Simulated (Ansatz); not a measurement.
# CH9FN2OSi2: how energies converge with the basis set

One table from this session's results is given with a row withheld; the runs are named, their logs left out.

Program: Ansatz 0.2.0, Gaussian basis. Level of theory: one geometry, several basis sets. These are calculated values, not measurements.

Plan: PBE0-D4/def2-SVP; ωB97M-V/def2-SVP; PBE0-D4/def2-QZVPP; ωB97M-V/def2-QZVPP; the functionals' def2-TZVPP values are taken from earlier runs.

## Structure used throughout

All runs share one geometry, relaxed beforehand with PBE0-D4 in a triple-zeta def2 set.

SMILES `CO[Si@@H](N)[Si@H](N)F`, 16 atoms, charge 0, spin multiplicity 1.

Atoms are counted from 1 here; the program's logs count them from 0.

Bond lengths: C1–O2 1.408 Å, C1–H8 1.092 Å, C1–H9 1.098 Å, C1–H10 1.095 Å, O2–Si3 1.656 Å, Si3–N4 1.708 Å, Si3–Si5 2.347 Å, Si3–H11 1.482 Å, N4–H12 1.006 Å, N4–H13 1.006 Å, Si5–N6 1.699 Å, Si5–F7 1.622 Å, Si5–H14 1.486 Å, N6–H15 1.006 Å, N6–H16 1.006 Å. Angles: O2–C1–H8 108.4°, O2–C1–H9 112.0°, O2–C1–H10 111.4°, H8–C1–H9 108.4°, H8–C1–H10 108.6°, H9–C1–H10 108.0°, C1–O2–Si3 122.3°, O2–Si3–N4 116.3°, O2–Si3–Si5 108.5°, O2–Si3–H11 102.8°, N4–Si3–Si5 105.7°, N4–Si3–H11 109.1°, Si5–Si3–H11 114.8°, Si3–N4–H12 123.6°, Si3–N4–H13 121.7°, H12–N4–H13 112.4°, Si3–Si5–N6 108.1°, Si3–Si5–F7 106.0° and more.

The first run:

The input, in.yaml:

```yaml
crystal:
  periodic: [false, false, false]
  atoms:
    - {symbol: C, position_ang: [-0.819150, -1.297986, -1.467659]}
    - {symbol: O, position_ang: [0.477932, -1.272602, -0.920937]}
    - {symbol: Si, position_ang: [1.155924, 0.110818, -0.314220]}
    - {symbol: N, position_ang: [1.204795, 1.453687, -1.368096]}
    - {symbol: Si, position_ang: [-0.102760, 0.805072, 1.541322]}
    - {symbol: N, position_ang: [-0.643141, -0.582511, 2.360018]}
    - {symbol: F, position_ang: [-1.300591, 1.723666, 0.949001]}
    - {symbol: H, position_ang: [-1.064465, -2.330032, -1.725153]}
    - {symbol: H, position_ang: [-1.572132, -0.929494, -0.758316]}
    - {symbol: H, position_ang: [-0.882777, -0.687857, -2.375105]}
    - {symbol: H, position_ang: [2.541680, -0.312767, -0.001730]}
    - {symbol: H, position_ang: [1.820626, 1.516932, -2.161407]}
    - {symbol: H, position_ang: [0.449001, 2.116079, -1.415692]}
    - {symbol: H, position_ang: [0.564945, 1.683024, 2.536399]}
    - {symbol: H, position_ang: [-0.816989, -1.449113, 1.879660]}
    - {symbol: H, position_ang: [-1.035597, -0.569515, 3.286216]}
basis:
  gaussian: {orbitals: def2-SVP}
hamiltonian: {xc: pbe0, dispersion: d4}
output: {orbitals: {seedname: orbitals}}
```

Steps of the session up to this table: PBE0-D4 in def2-SVP; ωB97M-V in def2-SVP; PBE0-D4 in def2-QZVPP; ωB97M-V in def2-QZVPP.

One table of the session follows, with a row left open; its other results are not shown here.

It belongs to the step «Functionals by basis». 

```
functional       basis  HOMO (eV)  LUMO (eV)
   PBE0-D4    def2-SVP      -7.23       0.54
   PBE0-D4  def2-TZVPP      -7.41       0.03
   PBE0-D4  def2-QZVPP      -7.45      -0.16
   ωB97M-V    def2-SVP      -9.35       2.37
   ωB97M-V  def2-TZVPP          ?          ?
   ωB97M-V  def2-QZVPP      -9.59       1.29
```

**Question.** Estimate the row for ωB97M-V, def2-TZVPP.

The run gave: HOMO (eV): -9.54; LUMO (eV): 1.72. In the column «HOMO (eV)» it lies between ωB97M-V, def2-QZVPP (-9.59) and ωB97M-V, def2-SVP (-9.35).
